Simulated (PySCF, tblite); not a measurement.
**C₆H₁₃BF₂O: geometry, infrared bands and NMR shifts**

Aim: predict the infrared bands and NMR shifts of C₆H₁₃BF₂O (`[BH3-][O+]1[C@@H](CC)CCC1(F)F`).

Computed with tblite 0.8.0 and PySCF 2.14.0, with density-fitted response routines of our own, on a single molecule in the gas phase. Atoms are numbered from 0 throughout.

**1. Starting geometry**

23 atoms, charge 0, multiplicity 1; geometry from: force field or distance geometry start.

Bonds of the start (Å): B0–O1 1.49, O1–C2 1.43, C2–C3 1.54, C3–C4 1.55, C2–C5 1.54, C5–C6 1.50, C6–C7 1.51, C7–F8 1.38, C7–F9 1.40, C7–O1 1.42, B0–H10 1.20, B0–H11 1.20, B0–H12 1.19, C2–H13 1.13, C3–H14 1.10, C3–H15 1.10, C4–H16 1.10, C4–H17 1.11, C4–H18 1.11, C5–H19 1.12, C5–H20 1.10, C6–H21 1.11, C6–H22 1.13.

**2. Optimising the geometry with GFN2-xTB**

What the job is given:

```
{"job": {"kind": "relax", "xc": "GFN2-xTB", "basis": "xTB"}, "charge": 0, "multiplicity": 1}
B     -1.476700     1.696600     0.321800
O     -0.694700     0.429000     0.398900
C      0.132700     0.198000    -0.740700
C      1.530700     0.813800    -0.549600
C      2.170000     0.416900     0.802100
C      0.175900    -1.316200    -0.992300
C     -0.673400    -1.898200     0.101200
C     -1.509800    -0.719400     0.550100
F     -1.886000    -0.888700     1.870800
F     -2.660900    -0.673700    -0.249800
H     -2.208800     1.795200     1.267100
H     -2.148100     1.745300    -0.671000
H     -0.752900     2.637000     0.349100
H     -0.301800     0.659500    -1.672600
H      2.194500     0.498600    -1.371000
H      1.455900     1.915300    -0.573200
H      2.274400    -0.679300     0.885900
H      3.181900     0.864600     0.862800
H      1.562100     0.801200     1.648400
H      1.214000    -1.736100    -0.950100
H     -0.266100    -1.551600    -1.976800
H     -1.296100    -2.746200    -0.257600
H     -0.021500    -2.234400     0.956700
```

On the command line:

```console
$ OMP_NUM_THREADS=1 python probes_run.py task.json out
```

The driver reads the jobs from task.json and runs them one after another.

**Question.** This job is followed by: GFN2-xTB harmonic vibrations, gas phase; GIAO PBE0/pcSseg-1 NMR shielding, non-relativistic, gas phase. Predict these results of the whole session: strongest single infrared mode (GFN2-xTB); zero-point energy (GFN2-xTB); ¹³C shifts against TMS (PBE0/pcSseg-1); ¹H shifts against TMS (PBE0/pcSseg-1, means over atoms taken as alike); ¹¹B shifts against BF3·OEt2 (PBE0/pcSseg-1); ¹⁷O shifts against H2O (PBE0/pcSseg-1); ¹⁹F shifts against CFCl3 (PBE0/pcSseg-1).

**Answer**, as computed:

| quantity | value |
| --- | --- |
| strongest single infrared mode (GFN2-xTB) | 2503 cm⁻¹, 191 km/mol |
| zero-point energy (GFN2-xTB) | 116.4 kcal/mol |
| ¹³C shifts against TMS (PBE0/pcSseg-1) | 138.4, 93.0, 38.9, 30.1, 26.8, 7.6 ppm |
| ¹H shifts against TMS (PBE0/pcSseg-1, means over atoms taken as alike) | 4.89, 3.40, 2.66, 2.54, 2.51, 2.38, 1.76, 1.28, 1.03 ppm |
| ¹¹B shifts against BF3·OEt2 (PBE0/pcSseg-1) | 1.0 ppm |
| ¹⁷O shifts against H2O (PBE0/pcSseg-1) | 118.3 ppm |
| ¹⁹F shifts against CFCl3 (PBE0/pcSseg-1) | -83.8, -93.9 ppm |

What this shows: Over 115 steps the energy fell by 0.633 eV; of the close pairs, B0–O1 changed most, 1.491 to 1.711 Å. All 63 modes are real, so the xTB geometry is a minimum. The strongest single mode, at 2503 cm⁻¹, moves mainly H11. GFN2-xTB is a fitted tight-binding method: band positions and strengths are rough. Its intensities can rank the bands wrongly. The most deshielded hydrogen is H13 (hydrogen on an sp3 CH bonded to O), at 4.89 ppm: its carbon carries O, an electronegative neighbour. At PBE0/pcSseg-1: The widest tensor belongs to F8: span 186 ppm, with a paramagnetic part of -208 ppm.
